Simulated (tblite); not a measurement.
# C9H11N: the cost of one run

Computed with tblite 0.8.0 and PySCF 2.14.0, with density-fitted response routines of our own, on a single molecule in the gas phase. Atoms count from 0, in the outputs and in this text.

**1. Starting geometry**

21 atoms, charge 0, multiplicity 1; geometry from: force field or distance geometry start.

Bonds of the start (Å): C0–N1 1.47, N1–C2 1.27, C2–C3 1.48, C3–C4 1.36, C4–C5 1.45, C5–C6 1.34, C6–C7 1.47, C7–C8 1.49, C8–C9 1.51, C7–C3 1.47, C9–C7 1.49, C0–H10 1.09, C0–H11 1.09, C0–H12 1.11, C2–H13 1.11, C4–H14 1.07, C5–H15 1.08, C6–H16 1.08, C8–H17 1.08, C8–H18 1.09, C9–H19 1.08, C9–H20 1.09.

**2. Geometry optimisation with GFN2-xTB**

What the job is given:

```
{"job": {"kind": "relax", "xc": "GFN2-xTB", "basis": "xTB"}, "charge": 0, "multiplicity": 1}
C      3.046400     0.258200     0.233100
N      2.370900     0.978300    -0.856100
C      1.140200     0.754600    -1.076800
C      0.174500    -0.184200    -0.471000
C      0.464100    -1.505100    -0.321300
C     -0.709000    -2.177100     0.200600
C     -1.679300    -1.258500     0.345300
C     -1.214400     0.074100    -0.062600
C     -2.117900     1.038300    -0.749100
C     -1.640400     1.307800     0.659200
H      3.913700     0.831900     0.545800
H      3.385900    -0.721600    -0.101400
H      2.399800     0.147500     1.130000
H      0.676200     1.384400    -1.866600
H      1.379300    -1.993500    -0.596500
H     -0.765100    -3.228500     0.440200
H     -2.671800    -1.467100     0.727300
H     -1.733100     1.658900    -1.545800
H     -3.168000     0.783100    -0.874000
H     -2.348500     1.227700     1.469400
H     -0.912500     2.107500     0.800800
```

Launch:

```console
> OMP_NUM_THREADS=1 python probes_run.py task.json out
```

This one command runs all jobs of the session in turn.

**Question.** How long does this first job take on 1 thread of Arm Neoverse V1, shared host?

About 1.1 s.
